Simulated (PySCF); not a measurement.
**[Lu(CH3)2]+: other functionals and bases at one geometry**

Aim: see how levels, charges and forces of [Lu(CH3)2]+ depend on the level of theory. The species was built from a template and needn't be a known compound.

Program: PySCF 2.14.0. Level of theory: several levels, as the steps say, no spin–orbit coupling. These are calculated values, not measurements.

1 further run of the same task is left out (for a known fault of the program).

## Step 1: Starting geometry

9 atoms, charge 1, spin multiplicity 1.

Bond lengths: Lu1–C2 2.218 Å, Lu1–C6 2.218 Å, C2–H3 1.106 Å, C2–H4 1.106 Å, C2–H5 1.107 Å, C6–H7 1.106 Å, C6–H8 1.106 Å, C6–H9 1.107 Å. Angles: C2–Lu1–C6 100.7°, Lu1–C2–H3 114.4°, Lu1–C2–H4 109.6°, Lu1–C2–H5 110.8°, H3–C2–H4 108.0°, H3–C2–H5 107.5°, H4–C2–H5 106.3°, Lu1–C6–H7 114.4°, Lu1–C6–H8 109.6°, Lu1–C6–H9 110.8°, H7–C6–H8 108.0°, H7–C6–H9 107.5°, H8–C6–H9 106.3°.

Coordinates:

| atom | x (Å) | y (Å) | z (Å) |
| --- | --- | --- | --- |
| Lu1 | 0.00000 | 0.00000 | -0.21324 |
| C2 | 1.70837 | -0.01703 | 1.20173 |
| H3 | 2.68740 | 0.20789 | 0.73967 |
| H4 | 1.53211 | 0.72324 | 2.00484 |
| H5 | 1.79464 | -1.00136 | 1.70071 |
| C6 | -1.70837 | 0.01703 | 1.20173 |
| H7 | -2.68740 | -0.20789 | 0.73967 |
| H8 | -1.53211 | -0.72324 | 2.00484 |
| H9 | -1.79464 | 1.00136 | 1.70071 |

Formal oxidation states: Lu +3. Each metal's 14 4f electrons lie in its core potential, so multiplicities, spins and levels count the valence alone. An earlier session relaxed this geometry at PBE0, Lu lcecp-1-SVP with ECP60, C def2-SVP, H def2-SVP (singlet, point group C2).

At PBE0 on the finer grid: E = -119.369203 Eh, HOMO -11.80 eV, LUMO -7.31 eV, Mulliken charge on Lu1 +1.19 e, largest force component 0.005 eV/Å. 

Levels to run: r2SCAN; CAM-B3LYP; PBE0, TZVP. Hardware: 2 threads of Arm Neoverse V1, shared host.

## Step 2: r2SCAN

File run.py (the lines that set the calculation):

```python
mol = gto.M(atom='''
Lu     0.00000     0.00000    -0.21324
C      1.70837    -0.01703     1.20173
H      2.68740     0.20789     0.73967
H      1.53211     0.72324     2.00484
H      1.79464    -1.00136     1.70071
C     -1.70837     0.01703     1.20173
H     -2.68740    -0.20789     0.73967
H     -1.53211    -0.72324     2.00484
H     -1.79464     1.00136     1.70071''',
    basis={'Lu': 'lcecp-1-SVP', 'C': 'def2-SVP', 'H': 'def2-SVP'},
    ecp={'Lu': 'lcecp-1-SVP'},
    charge=1, spin=0)
mf = dft.RKS(mol, xc='R2SCAN')
mf.grids.atom_grid = (75, 302)  # f atoms: unpruned, at least (60, 302)
mf = mf.density_fit()  # fitting sets: Lu AutoAux, C def2-universal-JKFIT, H def2-universal-JKFIT
mf.conv_tol = 1e-08; mf.max_cycle = 55
mf.kernel(dm0)  # dm0: the density of the relaxed state
```

Run with:

```sh
$ OMP_NUM_THREADS=2 python run.py
```

## Step 3: CAM-B3LYP

run.py (the lines that set the calculation), as its differences from that of step 2:

```diff
@@ -13,3 +13,3 @@
     charge=1, spin=0)
-mf = dft.RKS(mol, xc='R2SCAN')
+mf = dft.RKS(mol, xc='CAMB3LYP')
 mf.grids.atom_grid = (75, 302)  # f atoms: unpruned, at least (60, 302)
```

## Step 4: PBE0, TZVP

Basis: Lu lcecp-1-TZVP with ECP60, C def2-TZVP, H def2-TZVP. 

run.py (the lines that set the calculation), as its differences from that of step 3:

```diff
@@ -10,6 +10,6 @@
 H     -1.79464     1.00136     1.70071''',
-    basis={'Lu': 'lcecp-1-SVP', 'C': 'def2-SVP', 'H': 'def2-SVP'},
-    ecp={'Lu': 'lcecp-1-SVP'},
+    basis={'Lu': 'lcecp-1-TZVP', 'C': 'def2-TZVP', 'H': 'def2-TZVP'},
+    ecp={'Lu': 'lcecp-1-TZVP'},
     charge=1, spin=0)
-mf = dft.RKS(mol, xc='CAMB3LYP')
+mf = dft.RKS(mol, xc='PBE0')
 mf.grids.atom_grid = (75, 302)  # f atoms: unpruned, at least (60, 302)
@@ -17,2 +17,2 @@
 mf.conv_tol = 1e-08; mf.max_cycle = 55
-mf.kernel(dm0)  # dm0: the density of the relaxed state
+mf.kernel(dm0)  # dm0: free metal ions and neutral atoms
```

Before running it: what results should come out? Wanted: for each run, HOMO; gap; charge on Lu1; dipole; largest force.

**Answer**, as computed:

| level | state | HOMO (eV) | gap (eV) | charge on Lu1 (e) | dipole (D) | largest force (eV/Å) | basis functions | time |
| --- | --- | --- | --- | --- | --- | --- | --- | --- |
| PBE0 (relaxed here) | singlet | -11.80 | 4.49 | 1.19 | 3.32 | 0.01 | 91 | 12 s |
| r2SCAN | singlet | -10.81 | 3.22 | 1.20 | 3.20 | 0.07 | 91 | 7.5 s |
| CAM-B3LYP | singlet | -13.09 | 6.49 | 1.17 | 3.55 | 0.10 | 91 | 6.4 s |
| PBE0, TZVP | singlet | -11.76 | 4.47 | 1.50 | 3.44 | 0.26 | 145 | 11 s |

Times are on 2 threads of Arm Neoverse V1, shared host; the first row also made further properties. The dipole of a charged species depends on the origin, so these sizes hold for this origin alone.

In one basis the HOMO–LUMO gap runs from 3.22 eV (r2SCAN) to 6.49 eV (CAM-B3LYP). The largest leftover force, 0.26 eV/Å with PBE0, TZVP, stands at a geometry relaxed at another level. The Mulliken charge on Lu spans +1.17 to +1.50 e over the levels. With 4f in the core, its levels are missing from HOMO and gap. Total energies of different levels can't be compared. Spin–orbit coupling is left out throughout.
